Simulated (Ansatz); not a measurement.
# F3HOSn: basis-set convergence

One table from this session's results is given with a row withheld; the runs are named, their logs left out.

Method: one geometry, several basis sets; program: Ansatz 0.2.0, Gaussian basis.

Levels to be run: PBE0-D4/def2-SVP; ωB97M-V/def2-SVP; PBE0-D4/def2-QZVPP; ωB97M-V/def2-QZVPP; the functionals' def2-TZVPP values are taken from earlier runs.

## The relaxed structure

An earlier PBE0-D4 in a triple-zeta def2 set relaxation fixed the geometry. Sn takes the def2 core potential; no spin-orbit term is included.

SMILES `[OH][Sn]([F])([F])[F]`, 6 atoms, charge 0, spin multiplicity 1.

Atoms are counted from 1 here; the program's logs count them from 0.

Bond lengths: O1–Sn2 1.918 Å, O1–H6 0.963 Å, Sn2–F3 1.890 Å, Sn2–F4 1.881 Å, Sn2–F5 1.884 Å. Angles: Sn2–O1–H6 112.6°, O1–Sn2–F3 110.6°, O1–Sn2–F4 110.9°, O1–Sn2–F5 112.4°, F3–Sn2–F4 108.9°, F3–Sn2–F5 107.7°, F4–Sn2–F5 106.2°.

Geometry (Å):

```xyz
6

O    -0.65656    0.61301    1.26649
Sn    0.26054   -0.24460   -0.18386
F    -0.65365    0.04519   -1.81234
F     0.40315   -2.09691    0.11319
F     2.02127    0.39080   -0.39444
H    -1.33265    1.22852    0.96485
```

The first run:

in.yaml

```yaml
crystal:
  periodic: [false, false, false]
  atoms:
    - {symbol: O, position_ang: [-0.656564, 0.613006, 1.266492]}
    - {symbol: Sn, position_ang: [0.260543, -0.244604, -0.183861]}
    - {symbol: F, position_ang: [-0.653649, 0.045188, -1.812337]}
    - {symbol: F, position_ang: [0.403152, -2.096911, 0.113194]}
    - {symbol: F, position_ang: [2.021269, 0.390799, -0.394440]}
    - {symbol: H, position_ang: [-1.332651, 1.228522, 0.964851]}
basis:
  gaussian: {orbitals: def2-SVP}
hamiltonian: {xc: pbe0, dispersion: d4}
output: {orbitals: {seedname: orbitals}}
```

Command:

```
$ ansatz run in.yaml --threads 4 --pin off --events-out ev --progress --plain --max-ram 10444MiB
```

Among the steps run: PBE0-D4 in def2-SVP; ωB97M-V in def2-SVP; PBE0-D4 in def2-QZVPP; ωB97M-V in def2-QZVPP.

One of the session's tables, all rows but one given; the rest of the session is left out.

It belongs to the step «Functionals by basis». 

```
functional       basis  HOMO (eV)  LUMO (eV)
   PBE0-D4    def2-SVP     -10.22      -2.80
   PBE0-D4  def2-TZVPP     -10.48      -3.02
   PBE0-D4  def2-QZVPP     -10.51      -3.06
   ωB97M-V    def2-SVP     -12.68      -0.61
   ωB97M-V  def2-TZVPP     -12.98      -0.89
   ωB97M-V  def2-QZVPP          ?          ?
```

**Question.** Estimate the row for ωB97M-V, def2-QZVPP.

As computed: HOMO (eV): -13.02; LUMO (eV): -1.01. In the column «HOMO (eV)» it is the lowest.
